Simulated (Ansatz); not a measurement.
# Ge: the cost of one run

All numbers are computed with the Python package of Ansatz 0.2.0. Level of theory: DFT PBEsol, plane waves, PAW.

### 1 The structure

The structure is tetragonal, space group P4_32_12 (No. 96). The conventional cell has a = 5.930 Å, b = 5.930 Å, c = 6.980 Å, α = 90.00°, β = 90.00°, γ = 90.00°. Ge (site symmetry 2) is surrounded by 4 Ge at 2.44 to 2.55 Å. Ge (site symmetry 1) has 4 Ge at 2.44 to 2.55 Å as nearest neighbours.

The script holds or builds the structure itself.

### 2 The code

The input, ge_vcrelax.py:

```python
"""Variable-cell relaxation of Ge."""

import ansatz as az
from ase import Atoms
from ase.neighborlist import neighbor_list
import numpy as np

def edges_and_angles(cell):
    cell = np.asarray(cell)
    a, b, c = np.linalg.norm(cell, axis=1)
    cosines = cell[1] @ cell[2] / (b * c), cell[0] @ cell[2] / (a * c), cell[0] @ cell[1] / (a * b)
    return (a, b, c, *np.degrees(np.arccos(cosines)))

system = (
    az.Lattice.of((5.93, 0.0, 0.0), (0.0, 5.93, 0.0), (0.0, 0.0, 6.98))
    .atom("Ge", (0.075, 0.075, 0.0))
    .atom("Ge", (0.425, 0.575, 0.75))
    .atom("Ge", (0.925, 0.925, 0.5))
    .atom("Ge", (0.575, 0.425, 0.25))
    .atom("Ge", (0.1667, 0.375, 0.25))
    .atom("Ge", (0.125, 0.6667, 0.0))
    .atom("Ge", (0.8333, 0.625, 0.75))
    .atom("Ge", (0.875, 0.3333, 0.5))
    .atom("Ge", (0.6667, 0.125, 0.0))
    .atom("Ge", (0.625, 0.8333, 0.25))
    .atom("Ge", (0.3333, 0.875, 0.5))
    .atom("Ge", (0.375, 0.1667, 0.75))
)

# shape and ions at fixed volume
calc = (
    system.calculation()
    .functional("pbesol")
    .basis(450)
    .kpoints(5, 5, 4)
    .occupations(az.OccupationsMethod.FERMI_DIRAC)
    .relax(force_tolerance=0.05, fix_cell=["volume"], stress_tolerance=0.1)
    .density()
)
steps = []


def collect(event):
    if event["event"] == "relax_step":
        steps.append(event["data"])


done = calc.session().plan().execute(on_event=collect)
rep = done.report
print("step   energy (eV)     max comp. (eV/A)   P (GPa)  SCF")
for s in steps:
    print(f"{s['step']:4d} {s['lagrangian_ev']:15.5f} {s['allowed_force_max_ev_ang']:12.4f} {s['pressure_gpa']:10.3f} {s['n_scf']:5d}")

first, last = steps[0], steps[-1]
symbols = [site.symbol for site in done.lattice.sites]
print(f"energy gained {first['lagrangian_ev'] - last['lagrangian_ev']:.4f} eV in {len(steps) - 1} steps")
for label, vectors in (("before", first["cell_ang"]), ("after", done.lattice.cell_ang)):
    print(label, "a b c (A) {:.4f} {:.4f} {:.4f}  angles {:.2f} {:.2f} {:.2f}".format(*edges_and_angles(vectors)), f" V = {abs(np.linalg.det(vectors)):.3f} A^3")
print("final stress xx yy zz (GPa, compression positive):", np.round(np.diag(rep["stress_gpa"]), 3) + 0.0)

change = np.array(last["positions_ang"]) @ np.linalg.inv(last["cell_ang"]) - np.array(first["positions_ang"]) @ np.linalg.inv(first["cell_ang"])
moved = np.linalg.norm(change @ np.array(last["cell_ang"]), axis=1)
print("displacement within the cell, strain taken out (A):", " ".join(f"{s}:{d:.3f}" for s, d in zip(symbols, moved)))

final = Atoms(symbols, positions=last["positions_ang"], cell=done.lattice.cell_ang, pbc=True)
i, j, d = neighbor_list("ijd", final, 4.5)
print("neighbours within 1.1 times the shortest distance of each atom (A)")
for atom in range(len(final)):
    near = [m for m in np.argsort(d) if i[m] == atom]
    shell = [m for m in near if d[m] < 1.1 * d[near[0]]]
    print(f"{symbols[atom]}{atom} ({len(shell)}):", ", ".join(f"{symbols[j[m]]} {d[m]:.3f}" for m in shell))

energy = rep["free_energy_ev"]
print("F of the Ge cell: {:.6f} eV = {:.6f} Ry = {:.6f} Ha".format(energy, energy / 13.605693, energy / 27.211386))
print("Fermi level {:.4f} eV, {} k-points, {} symmetry operations".format(rep["fermi_energy_ev"], rep["n_kpoints"], rep["n_symmetry_ops"]))

rho = done.density()
total = sum(ch.density_e_per_ang3 for ch in rho.channels[:2]) if len(rho.channels) < 3 else rho.channels[0].density_e_per_ang3
print("grid", rho.dims, "electrons", round(float(total.mean() * rho.cell_volume_ang3), 4))
print(f"density range {total.min():.4f} to {total.max():.4f} e/A^3")
print(np.array2string(total[:: max(rho.dims[0] // 8, 1), :: max(rho.dims[1] // 8, 1), 0], precision=3, suppress_small=True))
```

### 3 Running it

Started as:

```console
$ python ge_vcrelax.py
```

Q: Estimate wall time and peak memory on 1 thread of Arm Neoverse V2, shared host.

About 3.5 min, with a peak of 0.78 GiB.
